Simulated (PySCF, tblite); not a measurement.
# C8H17N: geometry, infrared bands and NMR shifts

Wanted: the infrared bands and NMR shifts of C8H17N (`C/N=C/C[C@H](C)C(C)C`), by calculation.

Computed with tblite 0.8.0 and PySCF 2.14.0, with density-fitted response routines of our own, on a single molecule in the gas phase. Atoms are numbered from 0 throughout.

## 1. Starting geometry

26 atoms, charge 0, multiplicity 1; geometry from: force field or distance geometry start.

Bonds of the start (Å): C0–N1 1.48, N1–C2 1.29, C2–C3 1.52, C3–C4 1.54, C4–C5 1.54, C4–C6 1.55, C6–C7 1.52, C6–C8 1.52, C0–H9 1.10, C0–H10 1.09, C0–H11 1.10, C2–H12 1.10, C3–H13 1.09, C3–H14 1.11, C4–H15 1.10, C5–H16 1.10, C5–H17 1.09, C5–H18 1.10, C6–H19 1.11, C7–H20 1.10, C7–H21 1.10, C7–H22 1.09, C8–H23 1.11, C8–H24 1.10, C8–H25 1.09.

## 2. Optimising the geometry with GFN2-xTB

Job settings and geometry (Å):

```
{"job": {"kind": "relax", "xc": "GFN2-xTB", "basis": "xTB"}, "charge": 0, "multiplicity": 1}
C      4.221300    -0.345800     0.148600
N      2.973900     0.437500     0.230200
C      1.995600    -0.252300     0.700300
C      0.627700     0.393100     0.847400
C     -0.409500    -0.293300    -0.053300
C     -0.167000     0.099900    -1.526600
C     -1.856200     0.005600     0.419100
C     -2.886500    -0.838000    -0.322000
C     -2.243000     1.477900     0.349600
H      4.520200    -0.713500     1.136800
H      5.008800     0.297400    -0.235300
H      4.098400    -1.189000    -0.539400
H      2.071700    -1.310100     0.997100
H      0.703800     1.459300     0.652600
H      0.344900     0.261200     1.909100
H     -0.262000    -1.377400     0.019500
H     -0.239800     1.185400    -1.669100
H     -0.873000    -0.395700    -2.196000
H      0.839700    -0.199900    -1.838900
H     -1.909800    -0.294800     1.484700
H     -3.882900    -0.731000     0.141900
H     -2.626700    -1.901600    -0.296800
H     -2.982200    -0.531500    -1.360700
H     -3.256600     1.625100     0.764300
H     -2.262000     1.850500    -0.679900
H     -1.570000     2.105900     0.930300
```

Launch:

```
$ OMP_NUM_THREADS=1 python probes_run.py task.json out
```

One launch serves the whole session: the jobs run in the order shown.

**Question.** This job is followed by: GFN2-xTB harmonic vibrations, gas phase; GIAO PBE0/pcSseg-1 NMR shielding, non-relativistic, gas phase. What will the session give for the following? strongest single infrared mode (GFN2-xTB); zero-point energy (GFN2-xTB); 13C shifts against TMS (PBE0/pcSseg-1); 1H shifts against TMS (PBE0/pcSseg-1, means over atoms taken as alike); 15N shifts against NH3 (PBE0/pcSseg-1).

As calculated:

| quantity | value |
| --- | --- |
| strongest single infrared mode (GFN2-xTB) | 2785 cm⁻¹, 119 km/mol |
| zero-point energy (GFN2-xTB) | 147.1 kcal/mol |
| 13C shifts against TMS (PBE0/pcSseg-1) | 169.0, 50.9, 49.4, 39.9, 37.7, 24.5, 17.0, 13.4 ppm |
| 1H shifts against TMS (PBE0/pcSseg-1, means over atoms taken as alike) | 7.77, 3.60, 2.36, 2.12, 1.52, 1.51, 1.05, 0.83, 0.68 ppm |
| 15N shifts against NH3 (PBE0/pcSseg-1) | 372.2 ppm |

What this shows: Over 155 steps the energy fell by 0.239 eV; of the close pairs, C0–N1 changed most, 1.475 to 1.428 Å. No mode is imaginary among the 72: a minimum at this level. The strongest single mode, at 2785 cm⁻¹, moves mainly H12. Unscaled tight-binding wavenumbers are off by several per cent, some by more. Its intensities can rank the bands wrongly. At PBE0/pcSseg-1: The largest span, 693 ppm, is at N1, where the paramagnetic term is -431 ppm.
